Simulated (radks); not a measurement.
# Sn²⁺ in [Kr] 4d10 5s1 5p1: an all-electron calculation

The task here is to estimate one member of a computed series from the others.

Method: Dirac Kohn-Sham, PBE, spin-unpolarised, spherical densities, point nucleus; open shells fill j = l - 1/2 first. Code: radks (a radial shooting solver on a logarithmic mesh, Libxc functionals) version 1.

## The atom as given

* element: tin (Z = 50)
* charge: +2
* electrons: 48
* configuration: [Kr] 4d10 5s1 5p1

Set-up of the first run:

The run's settings:

```text
Z 50
configuration [Kr] 4d10 5s1 5p1
relativity Dirac
functional pbe,pbe
spin unpolarised
j_filling energy
nucleus point
c 137.035999084
```

Run with:

```
$ python run_ks.py task.json out
```

The same process makes all the runs of this session.

One table of the session follows, with a row left open; its other results are not shown here.

It belongs to the step «Radial structure». From the orbitals of this run (lengths in bohr):

```
level      <r>  outermost maximum (interpolated)  90 % within  nodes
1s1/2  0.02905                            0.0188       0.0522      0
2s1/2   0.1251                             0.106        0.194      1
2p1/2   0.1058                            0.0818        0.173      0
2p3/2   0.1112                            0.0863        0.181      0
3s1/2   0.3391                             0.308        0.499      2
3p1/2   0.3299                             0.294        0.497      1
3p3/2   0.3411                             0.304        0.512      1
3d3/2   0.3125                             0.249        0.493      0
3d5/2   0.3161                             0.252        0.498      0
4s1/2   0.8185                             0.746         1.18      3
4p1/2   0.8653                             0.772         1.27      2
4p3/2   0.8948                             0.797         1.32      2
4d3/2    1.080                             0.881         1.67      1
4d5/2    1.094                             0.890         1.70      1
5s1/2    2.201                              1.93         3.20      4
5p1/2        ?                                 ?            ?      ?
5p3/2    2.677                              2.32         3.93      3
```

Q: Estimate the row for 5p1/2 from the others.

The run gave: <r>: 2.593; outermost maximum (interpolated): 2.24; 90 % within: 3.81; nodes: 3. In the column «<r>» it lies between 5s1/2 (2.201) and 5p3/2 (2.677).
